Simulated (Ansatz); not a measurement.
**H9N3Si2: molecular dynamics**

The plan is to follow the molecule's vibrations and see whether its bonds hold. The start is relaxed first. Runs: 300 steps of 0.5 fs at constant energy, with velocities drawn for 1000 K. SMILES of the start: N[Si](N)(N)[SiH3].

Method: RKS B3LYP-D4/6-31G, in Ansatz 0.2.0.

**1. The system as given**

Bond lengths: Si1–Si2 2.220 Å, Si2–H3 1.460 Å, Si2–H4 1.460 Å, Si2–H5 1.460 Å, Si1–N6 1.820 Å, N6–H7 1.060 Å, N6–H8 1.060 Å, Si1–N9 1.819 Å, N9–H10 1.060 Å, N9–H11 1.060 Å, Si1–N12 1.819 Å, N12–H13 1.060 Å, N12–H14 1.060 Å. Angles (14 of 21 angles, heavy atoms first): Si2–Si1–N6 109.5°, Si2–Si1–N9 109.5°, Si2–Si1–N12 109.5°, N6–Si1–N9 109.5°, N6–Si1–N12 109.5°, N9–Si1–N12 109.5°, Si1–Si2–H3 109.5°, Si1–Si2–H4 109.5°, Si1–Si2–H5 109.5°, Si1–N6–H7 120.0°, Si1–N6–H8 120.0°, Si1–N9–H10 120.0°, Si1–N9–H11 120.0°, Si1–N12–H13 120.0°.

Coordinates:

```xyz
14

Si    0.0000    0.0000    0.0000
Si    0.0000    0.0000    2.2200
H    -1.3148   -0.4067    2.7074
H     1.0096   -0.9353    2.7074
H     0.3052    1.3420    2.7074
N     1.7163    0.0000   -0.6061
H     2.2145   -0.9180   -0.7868
H     2.2175    0.9180   -0.7783
N    -0.8572    1.4851   -0.6061
H    -1.8773    1.4300   -0.8888
H    -0.3367    2.4058   -0.6766
N    -0.8572   -1.4851   -0.6061
H    -1.3922   -2.1014    0.0704
H    -0.8219   -1.7344   -1.6357
```

**2. Preparing the start**

File input.yaml:

```yaml
crystal:
  periodic: [false, false, false]
  atoms:
    - { symbol: Si, position_ang: [0.0, 0.0, 0.0] }
    - { symbol: Si, position_ang: [0.0, 0.0, 2.22] }
    - { symbol: H, position_ang: [-1.3148, -0.4067, 2.7074] }
    - { symbol: H, position_ang: [1.0096, -0.9353, 2.7074] }
    - { symbol: H, position_ang: [0.3052, 1.342, 2.7074] }
    - { symbol: "N", position_ang: [1.7163, 0.0, -0.6061] }
    - { symbol: H, position_ang: [2.2145, -0.918, -0.7868] }
    - { symbol: H, position_ang: [2.2175, 0.918, -0.7783] }
    - { symbol: "N", position_ang: [-0.8572, 1.4851, -0.6061] }
    - { symbol: H, position_ang: [-1.8773, 1.43, -0.8888] }
    - { symbol: H, position_ang: [-0.3367, 2.4058, -0.6766] }
    - { symbol: "N", position_ang: [-0.8572, -1.4851, -0.6061] }
    - { symbol: H, position_ang: [-1.3922, -2.1014, 0.0704] }
    - { symbol: H, position_ang: [-0.8219, -1.7344, -1.6357] }
basis:
  gaussian: { orbitals: "6-31G" }
hamiltonian:
  xc: b3lyp
  dispersion: d4
relax:
  f_tol: 0.02
  max_steps: 40
```

Run with:

```sh
ansatz run input.yaml --threads 1 --pin off --max-ram 2048MiB --backend cpu --events-out ev --progress --plain --runs-dir out
```

Standard output, shortened:

```text
Warning: RAYON_NUM_THREADS=1 ignored (pool sized by the plan → 1); use --threads N
[...]
Functional definition: B3LYP
[...]
1025 factors; integrals over basis functions are off by at most 1.7e-4 eV
[...]
mean field -20370.18283513 eV, -748.5904117853 hartree, gradient 2.6e-5 eV, S^2 0.000000; 0 other end points of the search recorded, 0 dependent functions left out
[...]
reference -20370.18310967 eV, -748.5904218745 hartree; 29, 29 occupied and 42, 42 virtual orbitals, 1025 factors
relax step   1: F+E_penalty+E_count = -20370.70959070 eV  Δ(F+E_penalty+E_count) = +0.000e0 eV  max|allowed force component| = 2.844e0 eV/Å  Δτ_max = 0.0000 Å  (25 SCF iters, accepted)
[...]
relax step   4: F+E_penalty+E_count = -20371.50577201 eV  Δ(F+E_penalty+E_count) = -4.086e-2 eV  max|allowed force component| = 2.701e-1 eV/Å  Δτ_max = 0.2000 Å  (26 SCF iters, accepted)
[...]
relax step   7: F+E_penalty+E_count = -20371.59883714 eV  Δ(F+E_penalty+E_count) = -2.225e-2 eV  max|allowed force component| = 5.404e-2 eV/Å  Δτ_max = 0.2000 Å  (26 SCF iters, accepted)
[...]
relax step  10: F+E_penalty+E_count = -20371.60776145 eV  Δ(F+E_penalty+E_count) = -1.886e-3 eV  max|allowed force component| = 3.556e-1 eV/Å  Δτ_max = 0.0992 Å  (23 SCF iters, accepted)
[...]
relax step  12: F+E_penalty+E_count = -20371.61104438 eV  Δ(F+E_penalty+E_count) = -3.894e-4 eV  max|allowed force component| = 8.335e-2 eV/Å  Δτ_max = 0.0327 Å  (23 SCF iters, accepted)
[...]
reference -20371.08583926 eV, -748.6235965749 hartree; 29, 29 occupied and 42, 42 virtual orbitals, 1025 factors
Total energy: -20371.61211626 eV, -748.6429368980 hartree
Atom 0 at    -0.009787     0.018832    -0.063625 Å, force     0.000528     0.005530    -0.010577 eV/Å
Atom 1 at     0.028170    -0.137995     2.305853 Å, force     0.000930    -0.000136     0.016040 eV/Å
Atom 2 at    -1.311239    -0.539317     2.865173 Å, force     0.005608     0.000248    -0.002875 eV/Å
Atom 3 at     1.033031    -1.159357     2.779256 Å, force    -0.003535     0.001871    -0.002333 eV/Å
Atom 4 at     0.408953     1.179524     2.924261 Å, force    -0.001636    -0.001515    -0.001943 eV/Å
Atom 5 at     1.685850     0.170099    -0.526930 Å, force    -0.003009    -0.004760    -0.002308 eV/Å
Atom 6 at     2.442145    -0.204992     0.025523 Å, force    -0.001876     0.001959     0.004570 eV/Å
Atom 7 at     1.959146     0.476894    -1.450128 Å, force     0.003876    -0.000849    -0.002223 eV/Å
Atom 8 at    -0.758387     1.411353    -0.838447 Å, force     0.001255    -0.002717    -0.000625 eV/Å
Atom 9 at    -1.745360     1.438173    -1.042402 Å, force    -0.000946    -0.000024     0.002275 eV/Å
Atom 10 at    -0.271849     2.286296    -0.958883 Å, force    -0.001101     0.000841     0.001863 eV/Å
Atom 11 at    -0.990874    -1.343329    -0.604148 Å, force    -0.001408    -0.002621    -0.004806 eV/Å
Atom 12 at    -1.200630    -2.136390    -0.017108 Å, force     0.001282    -0.000134     0.002812 eV/Å
Atom 13 at    -1.263370    -1.459792    -1.570294 Å, force     0.000033     0.002306     0.000131 eV/Å
Dipole moment:     0.008454    -0.020796    -0.338837 e Å
```

Run time: 65 s. Hardware: 1 thread of Arm Neoverse V2, shared host; peak memory 0.17 GiB.

Step by step:

| step | energy from step 1 (eV) | largest force component (eV/Å) |
| --- | --- | --- |
| 1 | 0.0000 | 2.8438 |
| 2 | -0.6609 | 1.2020 |
| 3 | -0.7553 | 0.2690 |
| 4 | -0.7962 | 0.2701 |
| 5 | -0.8382 | 0.2900 |
| 6 | -0.8670 | 0.1712 |
| 7 | -0.8892 | 0.0540 |
| 8x | -0.8699 | 0.5538 |
| 9 | -0.8963 | 0.0798 |
| 10 | -0.8982 | 0.3556 |
| 11 | -0.9011 | 0.0474 |
| 12 | -0.9015 | 0.0833 |
| 13 | -0.9022 | 0.0160 |

Step 1 is the start. 1 step was tried and not accepted (marked x).

After: Bond lengths: Si1–Si2 2.375 Å, Si2–H3 1.506 Å, Si2–H4 1.509 Å, Si2–H5 1.504 Å, Si1–N6 1.764 Å, N6–H7 1.009 Å, N6–H8 1.010 Å, Si1–N9 1.761 Å, N9–H10 1.008 Å, N9–H11 1.008 Å, Si1–N12 1.764 Å, N12–H13 1.009 Å, N12–H14 1.011 Å. Angles (14 of 21 angles, heavy atoms first): Si2–Si1–N6 104.6°, Si2–Si1–N9 119.9°, Si2–Si1–N12 105.3°, N6–Si1–N9 103.0°, N6–Si1–N12 121.4°, N9–Si1–N12 103.9°, Si1–Si2–H3 112.0°, Si1–Si2–H4 111.6°, Si1–Si2–H5 110.9°, Si1–N6–H7 123.0°, Si1–N6–H8 121.7°, Si1–N9–H10 121.8°, Si1–N9–H11 122.3°, Si1–N12–H13 123.0°.

**3. Dynamics**

300 steps of 0.5 fs at constant energy, with velocities drawn for 1000 K, from the relaxed start.

File input.yaml:

```yaml
crystal:
  periodic: [false, false, false]
  atoms:
    - { symbol: Si, position_ang: [-0.009787, 0.018832, -0.063625] }
    - { symbol: Si, position_ang: [0.02817, -0.137995, 2.305853] }
    - { symbol: H, position_ang: [-1.311239, -0.539317, 2.865173] }
    - { symbol: H, position_ang: [1.033031, -1.159357, 2.779256] }
    - { symbol: H, position_ang: [0.408953, 1.179524, 2.924261] }
    - { symbol: "N", position_ang: [1.68585, 0.170099, -0.52693] }
    - { symbol: H, position_ang: [2.442145, -0.204992, 0.025523] }
    - { symbol: H, position_ang: [1.959146, 0.476894, -1.450128] }
    - { symbol: "N", position_ang: [-0.758387, 1.411353, -0.838447] }
    - { symbol: H, position_ang: [-1.74536, 1.438173, -1.042402] }
    - { symbol: H, position_ang: [-0.271849, 2.286296, -0.958883] }
    - { symbol: "N", position_ang: [-0.990874, -1.343329, -0.604148] }
    - { symbol: H, position_ang: [-1.20063, -2.13639, -0.017108] }
    - { symbol: H, position_ang: [-1.26337, -1.459792, -1.570294] }
basis:
  gaussian: { orbitals: "6-31G" }
hamiltonian:
  xc: b3lyp
  dispersion: d4
md:
  timestep: 0.5
  n_steps: 300
  ensemble: nve
  temperature: 1000.0
  initial_velocities: maxwell_boltzmann
  seed: 405879
```

Run with:

```sh
ansatz run input.yaml --threads 1 --pin off --max-ram 2048MiB --backend cpu --events-out ev --progress --plain --runs-dir out
```

Standard output, shortened:

```text
Warning: RAYON_NUM_THREADS=1 ignored (pool sized by the plan → 1); use --threads N
[...]
[... 1 set-up line as earlier in the session ...]
[...]
1023 factors; integrals over basis functions are off by at most 1.6e-4 eV
[...]
mean field -20371.08557817 eV, -748.6235869799 hartree, gradient 2.7e-5 eV, S^2 0.000000; 0 other end points of the search recorded, 0 dependent functions left out
[...]
reference -20371.08585584 eV, -748.6235971842 hartree; 29, 29 occupied and 42, 42 virtual orbitals, 1023 factors
md step     0: t =     0.00 fs  T =  1000.0 K  F+E_penalty+E_count = -20371.61185518 eV  E_kin = 1.551120 eV  conserved = -20370.06073520 eV  (24 SCF iters)
[...]
md step    17: t =     8.50 fs  T =   664.6 K  F+E_penalty+E_count = -20371.08934189 eV  E_kin = 1.030878 eV  conserved = -20370.05846370 eV  (24 SCF iters, 3 dispersion substeps)
[...]
md step    34: t =    17.00 fs  T =   478.1 K  F+E_penalty+E_count = -20370.79597754 eV  E_kin = 0.741626 eV  conserved = -20370.05435110 eV  (24 SCF iters, 3 dispersion substeps)
[...]
md step    51: t =    25.50 fs  T =   411.1 K  F+E_penalty+E_count = -20370.69250303 eV  E_kin = 0.637719 eV  conserved = -20370.05478372 eV  (25 SCF iters, 3 dispersion substeps)
[...]
md step    68: t =    34.00 fs  T =   663.5 K  F+E_penalty+E_count = -20371.08707919 eV  E_kin = 1.029109 eV  conserved = -20370.05797048 eV  (24 SCF iters, 3 dispersion substeps)
md step    69: t =    34.50 fs  T =   655.9 K  F+E_penalty+E_count = -20371.07388367 eV  E_kin = 1.017409 eV  conserved = -20370.05647466 eV  (25 SCF iters, 3 dispersion substeps)
md step    70: t =    35.00 fs  T =   651.2 K  F+E_penalty+E_count = -20371.06505094 eV  E_kin = 1.010102 eV  conserved = -20370.05494927 eV  (24 SCF iters, 3 dispersion substeps)
```

**4. More of the same log: dynamics from the start**

The log, continued, shortened:

```text
md step    71: t =    35.50 fs  T =   662.6 K  F+E_penalty+E_count = -20371.08263958 eV  E_kin = 1.027814 eV  conserved = -20370.05482516 eV  (24 SCF iters, 3 dispersion substeps)
[...]
md step    94: t =    47.00 fs  T =   562.6 K  F+E_penalty+E_count = -20370.92959184 eV  E_kin = 0.872646 eV  conserved = -20370.05694561 eV  (25 SCF iters, 3 dispersion substeps)
[...]
md step   117: t =    58.50 fs  T =   602.6 K  F+E_penalty+E_count = -20370.99116288 eV  E_kin = 0.934697 eV  conserved = -20370.05646633 eV  (24 SCF iters, 3 dispersion substeps)
[...]
md step   140: t =    70.00 fs  T =   510.8 K  F+E_penalty+E_count = -20370.84858049 eV  E_kin = 0.792295 eV  conserved = -20370.05628501 eV  (25 SCF iters, 3 dispersion substeps)
[...]
md step   162: t =    81.00 fs  T =   543.7 K  F+E_penalty+E_count = -20370.90027357 eV  E_kin = 0.843336 eV  conserved = -20370.05693804 eV  (24 SCF iters, 3 dispersion substeps)
md step   163: t =    81.50 fs  T =   542.0 K  F+E_penalty+E_count = -20370.89801710 eV  E_kin = 0.840651 eV  conserved = -20370.05736614 eV  (25 SCF iters, 3 dispersion substeps)
```

**5. The log goes on: dynamics from the start**

Output, continued, shortened:

```text
md step   164: t =    82.00 fs  T =   533.6 K  F+E_penalty+E_count = -20370.88557841 eV  E_kin = 0.827616 eV  conserved = -20370.05796236 eV  (25 SCF iters, 3 dispersion substeps)
[...]
md step   182: t =    91.00 fs  T =   453.6 K  F+E_penalty+E_count = -20370.76178039 eV  E_kin = 0.703584 eV  conserved = -20370.05819654 eV  (25 SCF iters, 3 dispersion substeps)
[...]
md step   200: t =   100.00 fs  T =   595.9 K  F+E_penalty+E_count = -20370.98287079 eV  E_kin = 0.924312 eV  conserved = -20370.05855869 eV  (24 SCF iters, 3 dispersion substeps)
[...]
md step   218: t =   109.00 fs  T =   545.1 K  F+E_penalty+E_count = -20370.90348081 eV  E_kin = 0.845582 eV  conserved = -20370.05789834 eV  (25 SCF iters, 3 dispersion substeps)
[...]
Atom 4 at    -1.081642    -0.796108     3.103008 Å, force     0.446045    -0.159483    -0.196919 eV/Å
Atom 5 at     1.706414    -0.052355    -0.676413 Å, force    -1.686565    -2.343520     1.909677 eV/Å
Atom 6 at     1.809924     0.632290    -1.324709 Å, force     0.595563     2.985780    -2.251303 eV/Å
Atom 7 at     2.288991    -0.827446    -0.898736 Å, force     0.446990    -0.888445     0.300100 eV/Å
Atom 8 at    -0.624516     1.514257    -0.365628 Å, force     0.356610     0.534763    -0.412256 eV/Å
Atom 9 at    -0.420793     2.273609     0.276932 Å, force    -0.121133    -0.194966    -0.003436 eV/Å
Atom 10 at    -0.857311     1.873692    -1.292029 Å, force    -0.056024    -0.369017     0.263630 eV/Å
Atom 11 at    -0.988013    -1.245930    -0.825847 Å, force    -1.016215    -2.790715    -1.445074 eV/Å
Atom 12 at    -1.699599    -1.839607    -0.388991 Å, force     0.426029     0.635701    -0.147033 eV/Å
Atom 13 at    -0.760899    -1.565199    -1.770431 Å, force    -0.251190     0.178968     0.365726 eV/Å
Dipole moment:     0.046772    -0.274185    -0.461542 e Å
```

Wall time 22 min (1 thread of Arm Neoverse V2, shared host); peak memory 0.17 GiB.

**6. The trajectory**

One step in 16; energies are changes from step 0:

| time (fs) | T (K) | potential energy change (meV/atom) | total energy change (meV/atom) |
| --- | --- | --- | --- |
| 0.0 | 1000 | 0.0 | 0.00 |
| 8.0 | 639 | 40.3 | 0.36 |
| 16.0 | 497 | 56.1 | 0.36 |
| 24.0 | 487 | 57.0 | 0.15 |
| 32.0 | 568 | 48.1 | 0.31 |
| 40.0 | 638 | 40.5 | 0.32 |
| 48.0 | 555 | 49.5 | 0.22 |
| 56.0 | 648 | 39.3 | 0.29 |
| 64.0 | 554 | 49.6 | 0.27 |
| 72.0 | 576 | 47.2 | 0.26 |
| 80.0 | 540 | 51.3 | 0.30 |
| 88.0 | 372 | 69.9 | 0.41 |
| 96.0 | 524 | 53.0 | 0.27 |
| 104.0 | 596 | 44.9 | 0.06 |
| 112.0 | 443 | 62.2 | 0.47 |
| 120.0 | 519 | 53.4 | 0.20 |
| 128.0 | 544 | 50.7 | 0.19 |
| 136.0 | 481 | 57.8 | 0.38 |
| 144.0 | 506 | 55.1 | 0.37 |
| 150.0 | 451 | 61.1 | 0.31 |

time (fs), T (K) and a bar:
```
      0.0       1000 ##############################
      6.5        699 ###############
     13.0        479 ####
     19.5        522 ######
     26.0        399 
     32.5        607 ##########
     39.0        690 ###############
     45.5        564 ########
     52.0        605 ##########
     58.5        603 ##########
     65.0        507 #####
     71.5        567 ########
     78.5        550 ########
     85.0        492 #####
     91.5        456 ###
     98.0        472 ####
    104.5        586 #########
    111.0        472 ####
    117.5        519 ######
    124.0        509 #####
    130.5        420 #
    137.0        542 #######
    143.5        537 #######
    150.0        451 ###
```

**7. Positions and forces**

Extended XYZ, with forces in eV/Å:

```xyz
14
time_fs=21.5 T=424 dE=0.8993
Si   -0.065    0.036   -0.114    0.184    0.552    0.567
Si   -0.029   -0.154    2.324    0.211   -0.465   -0.794
H    -1.080   -1.070    2.913    0.095   -0.068   -0.198
H     1.337   -0.798    2.468   -0.179    0.135    0.426
H    -0.178    1.097    3.096    0.191    0.459    0.190
N     1.657    0.070   -0.621    1.164    0.007   -2.623
H     2.151    0.915   -0.306    0.103   -0.539   -0.031
H     1.984   -0.158   -1.657   -1.128    0.438    2.937
N    -0.634    1.604   -0.798   -0.555   -0.163    0.405
H    -1.603    1.923   -0.697    0.590   -0.086   -0.127
H     0.060    2.360   -0.871   -0.592   -0.587   -0.176
N    -0.919   -1.463   -0.496    0.308   -0.661   -1.126
H    -0.874   -2.206    0.218   -0.268    0.576   -0.621
H    -0.967   -1.831   -1.471   -0.124    0.402    1.170
14
time_fs=43.0 T=626 dE=0.5827
Si   -0.060    0.090   -0.077    0.530   -0.275    0.357
Si   -0.053   -0.169    2.283   -0.548    1.007    0.958
H    -0.800   -1.460    2.606   -0.067    0.353    0.115
H     1.259   -0.288    3.013    0.181   -0.127   -0.369
H    -0.637    1.101    3.044    0.035   -1.020   -0.536
N     1.565    0.036   -0.738    1.739    1.012   -0.628
H     2.308    0.784   -0.882   -1.891   -1.291    0.457
H     1.948   -0.894   -0.793    0.242   -0.202   -0.205
N    -0.598    1.667   -0.670    0.208   -0.821   -0.523
H    -1.437    2.170   -0.450   -0.138    0.115    0.140
H    -0.223    1.805   -1.606   -0.240    0.547    0.127
N    -0.763   -1.520   -0.504   -0.121    1.126    0.943
H    -1.314   -1.920    0.245    0.019   -0.301    0.011
H    -1.118   -1.784   -1.398    0.051   -0.123   -0.848
14
time_fs=64.5 T=527 dE=0.7382
Si    0.028    0.094   -0.013   -0.282   -0.193   -0.977
Si   -0.114   -0.135    2.293    0.593   -0.169   -0.143
H    -0.523   -1.552    2.503    0.237   -0.318    0.069
H     1.254    0.138    2.876   -0.341    0.065    0.329
H    -1.273    0.564    2.838   -0.366    0.804    0.577
N     1.555   -0.146   -0.889   -1.870    0.143    0.798
H     1.891    0.682   -1.239    1.060    2.538   -1.362
H     2.293   -0.752   -0.707    1.047   -1.755    0.566
N    -0.661    1.629   -0.633    0.719   -0.640    1.579
H    -0.885    2.274    0.106   -0.239    0.497   -0.174
H    -1.028    1.853   -1.531   -0.096   -0.081   -0.572
N    -0.735   -1.380   -0.504    0.328   -0.257   -0.963
H    -1.473   -1.938   -0.161   -0.786   -0.252    0.657
H    -0.384   -1.682   -1.395   -0.004   -0.381   -0.385
14
time_fs=85.5 T=506 dE=0.7678
Si    0.102    0.073   -0.062    0.329   -1.138   -0.161
Si   -0.169   -0.083    2.359    0.875   -0.061    0.256
H     0.070   -1.530    2.760   -0.302    0.140   -0.033
H     0.800    0.655    3.254    0.249    0.100   -0.241
H    -1.451    0.463    2.940   -0.218   -0.297   -0.394
N     1.639   -0.120   -0.967   -0.142   -2.155    1.565
H     1.924    0.390   -1.758    0.242    1.082   -0.819
H     2.048   -1.079   -0.962   -0.279    1.157    0.094
N    -0.710    1.575   -0.435   -0.395    0.069   -1.235
H    -0.448    2.513   -0.142   -0.180   -0.448    0.049
H    -1.268    1.515   -1.293    0.142    0.523    0.385
N    -0.789   -1.382   -0.670   -0.794   -0.101    0.713
H    -1.690   -1.597   -0.215    0.567    0.022   -0.396
H    -0.395   -2.215   -1.135   -0.094    1.107    0.217
14
time_fs=107.0 T=453 dE=0.8539
Si    0.128   -0.043   -0.114   -0.381    1.357    1.369
Si   -0.124   -0.030    2.420   -0.882   -0.273   -1.636
H     0.253   -1.278    3.188    0.053    0.231    0.037
H     0.293    1.261    3.099   -0.120   -0.247   -0.004
H    -1.690   -0.077    2.161    0.918    0.114    0.696
N     1.685   -0.126   -0.947    1.124    2.632   -2.148
H     1.968    0.761   -1.564   -0.928   -2.708    1.879
H     2.413   -0.842   -0.969   -0.561    0.268    0.325
N    -0.731    1.514   -0.398    0.766    0.143    0.258
H    -0.448    2.331    0.142   -0.219   -0.210   -0.238
H    -1.538    1.674   -0.994    0.380   -0.329    0.058
N    -0.903   -1.285   -0.719   -0.501   -1.307   -0.920
H    -1.867   -1.516   -0.484    0.587    0.302    0.169
H    -0.527   -1.849   -1.476   -0.235    0.027    0.157
14
time_fs=128.5 T=549 dE=0.7007
Si    0.120   -0.086   -0.031   -1.010   -0.824   -1.583
Si   -0.103   -0.011    2.324    0.441    0.218    0.630
H     0.765   -0.617    3.393    0.358   -0.151   -0.280
H    -0.098    1.475    2.663   -0.052   -0.232   -0.150
H    -1.419   -0.552    2.709   -0.667   -0.083   -0.070
N     1.666   -0.084   -0.911    0.623   -0.113    1.200
H     1.980    0.825   -1.244   -0.264   -0.070   -0.164
H     2.428   -0.561   -0.426    0.008   -0.198   -0.537
N    -0.619    1.465   -0.364   -0.334    0.211    0.027
H    -0.785    2.193    0.299    0.204    0.441    0.358
H    -1.319    1.430   -1.076   -0.362    0.200   -0.595
N    -1.014   -1.270   -0.843    1.401    1.161    1.357
H    -1.827   -1.556   -0.361   -0.946   -0.369    0.661
H    -0.979   -1.619   -1.769    0.601   -0.191   -0.852
14
time_fs=150.0 T=451 dE=0.8554
Si    0.009   -0.129   -0.052    0.890    2.393    0.710
Si   -0.072   -0.018    2.272   -0.071   -0.039    0.124
H     1.392   -0.173    2.590   -0.174   -0.079    0.590
H    -0.520    1.401    2.465    0.215    0.136    0.193
H    -1.082   -0.796    3.103    0.446   -0.160   -0.197
N     1.706   -0.052   -0.676   -1.687   -2.344    1.910
H     1.810    0.632   -1.325    0.596    2.986   -2.251
H     2.289   -0.827   -0.899    0.447   -0.888    0.300
N    -0.625    1.514   -0.366    0.357    0.535   -0.412
H    -0.421    2.274    0.277   -0.121   -0.195   -0.003
H    -0.857    1.874   -1.292   -0.056   -0.369    0.264
N    -0.988   -1.246   -0.826   -1.016   -2.791   -1.445
H    -1.700   -1.840   -0.389    0.426    0.636   -0.147
H    -0.761   -1.565   -1.770   -0.251    0.179    0.366
```

**8. Outcome**

| quantity | value |
| --- | --- |
| relaxation of the start | 11 moves, 0.902 eV lower |
| length | 300 steps of 0.5 fs |
| temperature, first and last step | 1000 and 451 K |
| temperature, second half | mean 507 K, from 366 to 625 K |
| potential energy, second half | +55 meV/atom from the start |
| largest change of the total energy | 0.54 meV/atom |
| bonds formed or broken | 0 |

The temperature starts at 1000 K and averages 507 K in the second half, where it ranges from 366 to 625 K; a mean near half the start is what vibrations about a minimum give, since they share energy equally between motion and strain. The total energy strays from its start by at most 0.54 meV/atom, 0.9 % of the mean kinetic energy, so a step of 0.5 fs is short enough over this time. No bond forms or breaks. A run of 150 fs with 14 atoms shows the motion but fixes no equilibrium value. The nuclei move classically, without zero-point motion, which matters most for hydrogen. The basis is very small, so the numbers are rough.
